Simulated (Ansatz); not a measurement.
# GaH5OSi: the cost of one run

Program: Ansatz 0.2.0, Gaussian basis. Level of theory: the settings change from run to run. These are calculated values, not measurements.

### 1 The molecule

The geometry comes from an earlier relaxation with PBE0-D4 in a triple-zeta def2 set; it is a stationary point, not always the lowest conformer.

8 atoms, charge 0, spin multiplicity 1.

Atoms are counted from 1 here; the program's logs count them from 0.

Bond lengths: Si1–O2 1.629 Å, Si1–H4 1.492 Å, Si1–H5 1.488 Å, Si1–H6 1.488 Å, O2–Ga3 1.785 Å, Ga3–H7 1.555 Å, Ga3–H8 1.560 Å. Angles: O2–Si1–H4 111.4°, O2–Si1–H5 110.0°, O2–Si1–H6 110.0°, H4–Si1–H5 108.4°, H4–Si1–H6 108.4°, H5–Si1–H6 108.7°, Si1–O2–Ga3 139.3°, O2–Ga3–H7 113.8°, O2–Ga3–H8 116.0°, H7–Ga3–H8 130.2°.

### 2 rPW86-PBE/aug-cc-pVTZ

Options: a grid of angular degree 23, rVV10 dispersion.

in.yaml

```yaml
crystal:
  periodic: [false, false, false]
  atoms:
    - {symbol: Si, position_ang: [-0.737425, 1.063965, -0.430255]}
    - {symbol: O, position_ang: [0.574871, 0.286270, 0.142357]}
    - {symbol: Ga, position_ang: [1.078612, -1.364926, 0.596177]}
    - {symbol: H, position_ang: [-1.875892, 0.124105, -0.648002]}
    - {symbol: H, position_ang: [-0.414931, 1.717695, -1.727164]}
    - {symbol: H, position_ang: [-1.170827, 2.108796, 0.536098]}
    - {symbol: H, position_ang: [2.547488, -1.457217, 1.099353]}
    - {symbol: H, position_ang: [-0.001887, -2.478687, 0.431436]}
basis:
  gaussian: {orbitals: aug-cc-pVTZ, final_grid: {core_spheres: 8, valence_spheres: 7, degree: 23}}
hamiltonian: {xc: {name: rPW86-PBE}, dispersion: rvv10}
output: {forces: true}
```

Run with:

```
ansatz run in.yaml --threads 4 --pin off --events-out ev --progress --plain --max-ram 10444MiB
```

**Question.** How long does this run take on 4 threads of Arm Neoverse V2, shared host, and how much memory does it need?

About 4.1 s, with a peak of 0.4 GiB.
